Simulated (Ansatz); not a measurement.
# HBr (singlet): the correlation ladder, cc-pVDZ

An exercise on one series of results from a longer session: the logs are not shown, and one member is left open.

Computed with Ansatz 0.2.0, Gaussian basis. Level: cc-pVDZ, core rule «outside noble gas», up to 14 orbitals frozen.

To be run: UHF; CCSD(T) on RHF; BCCD(T) on RHF; CISD; CCSDT(Q) on RHF; CISDTQ; CCSDTQ on RHF; CASSCF and MRCISD+Q, 8 electrons in 5 orbitals; CASSCF and NEVPT2, 8 electrons in 5 orbitals; Full CI.

12 further runs of the same task are left out: 5 that didn't finish, 7 set aside as unsound or not needed.

**The geometry**

The geometry is a PBE0/def2-TZVP stationary point (not a proven minimum). No spin-orbit coupling is included. The filled d shell of Br may be among the frozen orbitals whatever the setting's name suggests; the logs give the count.

2 atoms, charge 0, spin multiplicity 1.

Atoms are counted from 1 here; the program's logs count them from 0.

Bond lengths: Br1–H2 1.421 Å.

The first run:

in.yaml reads:

```yaml
crystal:
  periodic: [false, false, false]
  atoms:
    - {symbol: Br, position_ang: [0.000000, 0.000000, 0.000000]}
    - {symbol: H, position_ang: [0.000000, 0.000000, 1.420600]}
basis:
  gaussian: {orbitals: cc-pVDZ}
magnetization: {spin_polarized: true, initial_magnetization: 0}
hamiltonian: {xc: hf}
output: {orbitals: {seedname: orbitals}}
```

Command:

```
> ansatz run in.yaml --threads 1 --pin off --events-out ev --progress --plain --max-ram 2393MiB
```

Among the steps run: UHF; CCSD(T) on RHF; BCCD(T) on RHF; CISD; CCSDT(Q) on RHF; CISDTQ; CCSDTQ on RHF; CASSCF and MRCISD+Q, 8 electrons in 5 orbitals; CASSCF and NEVPT2, 8 electrons in 5 orbitals; Full CI.

One table of the session follows, with a row left open; its other results are not shown here.

It belongs to the step «Misses and costs». 

| method | from FCI (meV) |
| --- | --- |
| RHF | +3903.4 |
| RMP2 | +487.2 |
| CISD | +214.3 |
| RCCSD | +67.8 |
| RCCSD(T) | ? |
| BCCD(T) | +12.8 |
| RCCSDT | +6.6 |
| CISDTQ | +4.7 |
| RCCSDT(Q) | +0.6 |
| RCCSDTQ | +0.2 |
| CASSCF valence | +3406.2 |
| NEVPT2 valence | +745.4 |
| MRCISD valence | +156.7 |
| MRCISD+Q valence | -12.9 |
| FCI | 0 |

**Question.** Estimate the row for RCCSD(T).

The run gave: from FCI (meV): +12.7. In the column «from FCI (meV)» it lies between RCCSDT (+6.6) and BCCD(T) (+12.8).

To keep in mind: MRCISD+Q valence falls below full CI: the +Q correction isn't variational, and the cores differ from full CI's.
